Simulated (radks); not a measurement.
# Valence configurations of As²⁺

One table from this session's results is given with a row withheld; the runs are named, their logs left out.

The numbers are computed with radks (a radial shooting solver on a logarithmic mesh, Libxc functionals) version 1 (scalar-relativistic Kohn-Sham, BLYP, spin-polarised, spherical densities, point nucleus; open shells are filled with parallel spins first), except any that are marked as measured or tabulated.

### The system

* element: arsenic (Z = 33)
* charge: +2
* electrons: 31
* configuration: [Ar] 3d10 4s2 4p1
* others tried: 3d10 4s1 4p2; 3d9 4s2 4p2; 3d8.5 4s2 4p2.5; 3d7.5 4s2 4p3.5; 3d6.5 4s2 4p4.5; 3d8 4s2 4p3; 3d5.5 4s2 4p5.5; 3d10 4s1.5 4p1.5; 3d6.5 4s1 4p5.5

The outer shells:

As²⁺
```
[Ar] core
3d [↑↓][↑↓][↑↓][↑↓][↑↓]
4s [↑↓]
4p [↑ ][  ][  ]
```

The first run:

Input:

```text
Z 33
configuration [Ar] 3d10 4s2 4p1
relativity scalar-relativistic
functional b88,lyp
spin polarised
nucleus point
c 137.035999084
```

Steps of the session up to this table: [Ar] 3d10 4s2 4p1.

One table of the session follows, with a row left open; its other results are not shown here.

It belongs to the step «[Ar] 3d10 4s2 4p1». Radial moments (bohr):

```
  level     <r>  outermost maximum (interpolated)  90 % within  nodes
  3p up  0.6172                             0.521        0.947      1
3p down  0.6170                             0.521        0.947      1
  3d up  0.6766                             0.476         1.13      0
3d down  0.6747                             0.476         1.13      0
  4s up   1.807                              1.57         2.66      3
4s down   1.806                              1.56         2.67      3
  4p up   2.140                              1.82         3.20      2
4p down       ?                                 ?            ?      ?
```

**Question.** Estimate the row for 4p down.

The run gave: <r>: 2.159; outermost maximum (interpolated): 1.82; 90 % within: 3.25; nodes: 2. In the column «<r>» it is the highest.
